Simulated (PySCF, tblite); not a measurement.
**C₅H₁₀BFO: geometry, infrared bands and NMR shifts**

What infrared bands and NMR shifts should C₅H₁₀BFO (`C=C(F)OBCCC`) show?

Programs: tblite 0.8.0 and PySCF 2.14.0, with density-fitted response routines of our own. Each step states its level of theory. These are calculated values for one molecule in the gas phase, unless marked as measured. Atoms are numbered from 0 throughout.

## (1) Starting geometry

18 atoms, charge 0, multiplicity 1; geometry from: force field or distance geometry start.

Bonds of the start (Å): C0–C1 1.34, C1–F2 1.35, C1–O3 1.39, O3–B4 1.48, B4–C5 1.59, C5–C6 1.53, C6–C7 1.52, C0–H8 1.09, C0–H9 1.07, B4–H10 1.19, C5–H11 1.11, C5–H12 1.12, C6–H13 1.11, C6–H14 1.11, C7–H15 1.11, C7–H16 1.11, C7–H17 1.12.

## (2) Optimising the geometry with GFN2-xTB

What the job is given:

```
{"job": {"kind": "relax", "xc": "GFN2-xTB", "basis": "xTB"}, "charge": 0, "multiplicity": 1}
C      3.767400     0.654000     0.591300
C      2.852600     0.445800    -0.367200
F      3.280000     0.076600    -1.597200
O      1.499700     0.595500    -0.075100
B      0.432300     0.360600    -1.071600
C     -1.101000     0.554300    -0.679500
C     -1.507100    -0.431900     0.413300
C     -2.968800    -0.249900     0.799400
H      3.453500     0.941700     1.589600
H      4.810000     0.545100     0.383600
H      0.706700     0.057800    -2.189800
H     -1.725400     0.396100    -1.580100
H     -1.242600     1.598700    -0.309400
H     -0.879900    -0.279100     1.322200
H     -1.359800    -1.469200     0.062100
H     -3.628500    -0.431200    -0.075200
H     -3.149700     0.775900     1.183300
H     -3.248000    -0.987800     1.588700
```

Run with:

```
$ OMP_NUM_THREADS=1 python probes_run.py task.json out
```

This one command runs all jobs of the session in turn.

**Question.** This job is followed by: GFN2-xTB harmonic vibrations, gas phase; GIAO PBE0/pcSseg-1 NMR shielding, non-relativistic, gas phase. What will the session give for the following? strongest single infrared mode (GFN2-xTB); zero-point energy (GFN2-xTB); ¹³C shifts against TMS (PBE0/pcSseg-1); ¹H shifts against TMS (PBE0/pcSseg-1, means over atoms taken as alike); ¹⁹F shifts against CFCl3 (PBE0/pcSseg-1); ¹⁷O shifts against H2O (PBE0/pcSseg-1); ¹¹B shifts against BF3·OEt2 (PBE0/pcSseg-1); surface potential, 1st and 99th percentile.

The runs gave:

| quantity | value |
| --- | --- |
| strongest single infrared mode (GFN2-xTB) | 1281 cm⁻¹, 529 km/mol |
| zero-point energy (GFN2-xTB) | 90.0 kcal/mol |
| ¹³C shifts against TMS (PBE0/pcSseg-1) | 170.1, 74.9, 31.1, 20.3, 19.3 ppm |
| ¹H shifts against TMS (PBE0/pcSseg-1, means over atoms taken as alike) | 5.79, 4.19, 4.14, 1.45, 1.08, 1.00 ppm |
| ¹⁹F shifts against CFCl3 (PBE0/pcSseg-1) | -83.3 ppm |
| ¹⁷O shifts against H2O (PBE0/pcSseg-1) | 246.2 ppm |
| ¹¹B shifts against BF3·OEt2 (PBE0/pcSseg-1) | 48.2 ppm |
| surface potential, 1st and 99th percentile | -0.65 V and 1.13 V |

The optimisation took 183 steps and gained 0.528 eV; among the close pairs (by a distance rule), O3–B4 changed most, from 1.479 to 1.350 Å. All 48 modes are real, so the xTB geometry is a minimum. The strongest single mode, at 1281 cm⁻¹, is spread over many atoms; the largest shares are those of B4, O3. Unscaled tight-binding wavenumbers are off by several per cent, some by more. Its intensities can rank the bands wrongly. C1 (alkene carbon bearing oxygen) lies farthest downfield among carbon, at 170.1 ppm; an sp2 carbon further deshielded by the attached heteroatom. At PBE0/pcSseg-1: Shielding is most anisotropic at O3 (span 296 ppm, paramagnetic term -311 ppm). At PBE0/pcSseg-1, counted by nearest atom on the grid, the HOMO lies on C0 41 %; C1 24 %, the LUMO on B4 43 %; H10 12 %.
